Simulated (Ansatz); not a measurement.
# Ca2Al2O3: the cost of one run

Program: Ansatz 0.2.0. Level of theory: DFT PBE, scalar-relativistic, plane waves, PAW, unless a step names another level. These are calculated values, not measurements.

18 further runs of the same task are left out: 18 set aside as unsound or not needed.

### 1 What the formula suggests

Pauling electronegativities: Ca 1.00, Al 1.61, O 3.44 (spread 2.44). No set of common oxidation states balances it. Tabulated atomic sizes suggest about 14 Å³/atom. 31 candidates were drawn, by swapping species into database cells of other compounds, at random by space group and Wyckoff sites, or by hand, as the table says:

```
name                                                           made from  space group no.                       Wyckoff sites  atoms (primitive cell)  V (Å³/atom)
 c01                           built by hand: K2Pb2O3 (K2Sn2O3 analogue)              199                 Ca 8a; Al 8a; O 12b                      14         14.5
 c02                                                              random              191              Ca 2d; Al 1b, 1a; O 3g                       7         18.0
 c03                                                              random               71          Ca 4j; Al 2a, 2d; O 2c, 4i                       7         17.4
 c04           built by hand: layered CaO(111) slab with Al-Al dumbbells              164              Ca 2d; Al 2c; O 2d, 1a                       7         14.5
 c05      built by hand: layered CaO(111) slab with buckled Al honeycomb              164              Ca 2d; Al 2d; O 2d, 1a                       7         14.9
 c06                                           database cell of Ni3Pb2S2              166              Ca 3a, 3b; Al 6c; O 9d                       7         13.4
 c07                                                              random              164                  Ca 2d; Al 2c; O 3f                       7         15.1
 c08                                                              random              123              Ca 2f; Al 2h; O 1d, 2e                       7         16.5
 c09                                            database cell of Mg2H2O3              164              Ca 2d; Al 2d; O 2d, 1a                       7         12.5
 c10                                                              random               99          Ca 1a, 1b; Al 2c; O 1b, 2c                       7         14.7
 c11                                                              random              164                  Ca 2d; Al 2d; O 3f                       7         16.4
 c12                                                              random              157              Ca 1a, 1a; Al 2b; O 3c                       7         15.5
 c13                                           database cell of Ni3Pb2S2              166              Ca 6c; Al 3b, 3a; O 9d                       7         13.6
 c14                                                              random              187      Ca 1b, 1d; Al 1e, 1c; O 1a, 2i                       7         18.8
 c15                                                              random              166                  Ca 6c; Al 6c; O 9e                       7         16.6
 c16                                                              random              189                  Ca 2c; Al 2d; O 3f                       7         18.0
 c17                                          database cell of Ti2Co3Sn2              160  Ca 3a, 3a; Al 3a, 3a; O 3a, 3a, 3a                       7         13.9
 c18                                                              random              187      Ca 2g; Al 1b, 1c; O 1a, 1e, 1d                       7         14.7
 c19                                                              random              139              Ca 4e; Al 4d; O 4c, 2b                       7         15.7
 c20                                                              random              191              Ca 2d; Al 2e; O 2e, 1a                       7         18.5
 c21                                                              random              123          Ca 1d, 1c; Al 2e; O 2g, 1b                       7         14.7
 c22                                                              random               12              Ca 4f; Al 4g; O 2c, 4e                       7         17.3
 c23                                           database cell of Ho2Cr2C3               12              Ca 4i; Al 4i; O 4i, 2c                       7         12.7
 c24                                                              random              139              Ca 4d; Al 4e; O 4c, 2b                       7         18.6
 c25                                                              random              156  Ca 1b, 1b; Al 1c, 1a; O 1c, 1a, 1c                       7         16.5
 c26                                          database cell of Er2Al3Si2               12              Ca 4i; Al 4i; O 4i, 2a                       7         15.6
 c27                                                              random               65              Ca 4f; Al 4k; O 4k, 2c                       7         14.8
 c28  built by hand: rocksalt CaO bilayer with anti-CuO2-type Al2O sheet              139              Ca 4e; Al 4c; O 4e, 2a                       7         14.5
 c29                                                              random              164              Ca 2d; Al 2c; O 2d, 1a                       7         15.6
 c30                                                              random              157              Ca 2b; Al 1a, 1a; O 3c                       7         16.8
 c31                                                              random              183                  Ca 2b; Al 2b; O 3c                       7         16.3
```

### 2 Screening run of c01

input.yaml reads:

```yaml
crystal:
  lattice:
    - [-3.7, 3.7, 3.7]
    - [3.7, -3.7, 3.7]
    - [3.7, 3.7, -3.7]
  atoms:
    - { symbol: Ca, position: [0.02, 0.5, 0.0] }
    - { symbol: Ca, position: [0.0, 0.02, 0.5] }
    - { symbol: Ca, position: [0.5, 0.0, 0.02] }
    - { symbol: Ca, position: [0.48, 0.48, 0.48] }
    - { symbol: Al, position: [0.5, 0.0, 0.55] }
    - { symbol: Al, position: [0.55, 0.5, 0.0] }
    - { symbol: Al, position: [0.0, 0.55, 0.5] }
    - { symbol: Al, position: [0.95, 0.95, 0.95] }
    - { symbol: O, position: [0.48, 0.75, 0.23] }
    - { symbol: O, position: [0.25, 0.27, 0.02] }
    - { symbol: O, position: [0.75, 0.23, 0.48] }
    - { symbol: O, position: [0.02, 0.25, 0.27] }
    - { symbol: O, position: [0.27, 0.02, 0.25] }
    - { symbol: O, position: [0.23, 0.48, 0.75] }
basis:
  ecutwfc: 420
kpoints:
  mp_grid: { grid: [3, 3, 3] }
hamiltonian:
  xc: pbe
scf:
  occupations: { method: gaussian, width: 0.2 }
  lower_state_search: "off"
output:
  forces: true
  stress: true
  eigenvalues: true
relax:
  adjacent_minimum: "off"
  f_tol: 0.08
  max_steps: 16
  cell: { stress_tol: 0.8 }
```

The run is started by

```console
$ ansatz run input.yaml --threads 1 --pin off --max-ram 2560MiB --backend cpu --events-out ev --progress --plain --runs-dir out
```

What time and memory should one allow on 1 thread of Intel Xeon 6975P-C (Granite Rapids), shared host?

About 19 s, with a peak of 0.47 GiB.
